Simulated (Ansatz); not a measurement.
# LiVO2: the cost of one run

Computed with Ansatz 0.2.0 (DFT PBEsol+U (U_eff = 4 eV on V d), plane waves, PAW, unless a step's input says otherwise).

## Step 1: The structure to begin with

It takes space group R-3m (No. 166, trigonal). The conventional cell has a = 2.837 Å, b = 2.837 Å, c = 14.773 Å, α = 90.00°, β = 90.00°, γ = 120.00°. Around Li (site symmetry -3m) lie 6 O at 2.12 Å. V (site symmetry -3m) is surrounded by 6 O at 1.98 Å. Around O (site symmetry 3m) lie 3 V at 1.98 Å and 3 Li at 2.12 Å.

As a file:

```xyz
4
Lattice="1.4187 0.8191 4.9245 -1.4187 0.8191 4.9245 0.0000 -1.6381 4.9245" Properties=species:S:1:pos:R:3 pbc="T T T"
Li    0.0000    0.0000    0.0000
V     0.0000    0.0000    7.3867
O     0.0000    0.0000    3.5722
O     0.0000    0.0000   11.2012
```

Magnetic order typed: ferromagnetic.

## Step 2: From atoms, symmetry kept, no search

Contents of input.yaml:

```yaml
crystal:
  lattice:
    - [1.41865152, 0.81905884, 4.92447067]
    - [-1.41865152, 0.81905884, 4.92447067]
    - [0.0, -1.63811767, 4.92447067]
  atoms:
    - { symbol: Li, position: [0.0, 0.0, 0.0] }
    - { symbol: V, position: [0.5, 0.5, 0.5], spin: 2.0 }
    - { symbol: O, position: [0.2418, 0.2418, 0.2418] }
    - { symbol: O, position: [0.7582, 0.7582, 0.7582] }
basis:
  ecutwfc: 420
  ecutrho_ratio: 4
kpoints:
  mp_grid: { grid: [8, 8, 8] }
hamiltonian:
  xc: pbesol
  hubbard: { sites: [{ site: 1, l: d, u_eff: 4.0 }] }
scf:
  occupations: { method: gaussian, width: 0.05 }
  lower_state_search: "off"
  max_iter: 150
output:
  forces: true
  stress: true
  eigenvalues: true
  populations: true
  hubbard: { sites: [{ site: 1, l: d }] }
magnetization:
  spin_polarized: true
```

Command:

```console
ansatz run input.yaml --threads 2 --pin off --max-ram 3072MiB --backend cpu --events-out ev --progress --plain --runs-dir out
```

What time and memory should one allow on 2 threads of Arm Neoverse V1, shared host?

About 7.7 s, with a peak of 0.38 GiB.
